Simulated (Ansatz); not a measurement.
**GaF: ionisation energy by level of theory**

Aim: the vertical ionisation energy of GaF, as cation minus neutral at the neutral's geometry, on several levels, and how well −ε(HOMO) stands in for it.

Computed with Ansatz 0.2.0, Gaussian basis. Level: unrestricted cation, the program's frozen cores in correlated methods.

The runs, in order: UKS PBE-D4/def2-TZVPP; UKS r2SCAN-D4/def2-TZVPP; UKS PBE0-D4/def2-TZVPP; UKS B3LYP-D4/def2-TZVPP; UKS wB97X-V/def2-TZVPP; UKS wB97M-V/def2-TZVPP; UKS B2PLYP/def2-TZVPP; UHF-CCSD(T)/def2-TZVPP; UHF-CCSD(T)/def2-QZVPP; extrapolation to the limit; then −ε(HOMO) from the neutral's earlier runs with LDA (SPW92), PBE-D4, revPBE-D4, BLYP-D4, r2SCAN-D4, B97M-V, PBE0-D4, B3LYP-D4, r2SCANh-D4, r2SCAN0-D4, HSE06-D4, BHLYP-D4, CAM-B3LYP-D4, LC-ωPBE, ωB97X-V, ωB97M-V.

## Step 1: The relaxed structure

All runs share one geometry, relaxed beforehand with PBE0-D4 in a triple-zeta def2 set.

SMILES `[F][Ga]`, 2 atoms, charge 0, spin multiplicity 1.

Atoms are counted from 1 here; the program's logs count them from 0.

Bond lengths: F1–Ga2 1.786 Å.

Coordinates:

```xyz
2
FGa
F     0.0000    0.0000    0.0064
Ga    0.0000    0.0000    1.7928
```

## Step 2: Cation, UKS PBE-D4/def2-TZVPP

in.yaml reads:

```yaml
crystal:
  periodic: [false, false, false]
  atoms:
    - {symbol: F, position_ang: [0.000000, 0.000000, 0.006389]}
    - {symbol: Ga, position_ang: [-0.000000, -0.000000, 1.792761]}
basis:
  gaussian: {orbitals: def2-TZVPP}
total_charge: 1
magnetization: {spin_polarized: true, initial_magnetization: 1}
hamiltonian: {xc: pbe, dispersion: d4}
```

Launch:

```bash
$ ansatz run in.yaml --threads 2 --pin off --events-out ev --progress --plain --max-ram 32768MiB --backend cpu
```

The runs that follow: Cation, UKS r2SCAN-D4/def2-TZVPP; Cation, UKS PBE0-D4/def2-TZVPP; Cation, UKS B3LYP-D4/def2-TZVPP; Cation, UKS wB97X-V/def2-TZVPP; Cation, UKS wB97M-V/def2-TZVPP; Cation, UKS B2PLYP (frozen core)/def2-TZVPP; Cation, UHF-CCSD(T)/def2-TZVPP; Cation, UHF-CCSD(T)/def2-QZVPP.

**Question.** What will the summary of the whole plan be? Wanted: ionisation energy, CCSD(T)/CBS; nearest functional by difference; nearest −ε(HOMO); −ε(HOMO) of PBE; T1 of the cation.

**Answer**, as computed:

```
                        quantity                value
  ionisation energy, CCSD(T)/CBS             10.85 eV
nearest functional by difference  B3LYP-D4 (-0.23 eV)
                nearest −ε(HOMO)   LC-ωPBE (-0.52 eV)
                 −ε(HOMO) of PBE              6.72 eV
                T1 of the cation                0.020
```

**Reading.** By cation minus neutral, the functionals miss by 0.45 eV at most. The PBE orbital energy is 4.1 eV too small: a semilocal HOMO is no ionisation energy. Among orbital estimates LC-ωPBE comes nearest. Hartree-Fock falls 1.48 eV short, as the neutral has more correlation energy than the cation. Correlated methods include outer-core shells of Ga, which these sets cover unevenly. With outer-core shells in play the reference is unsure by up to some tenths of an eV, so close misses can't be ranked.
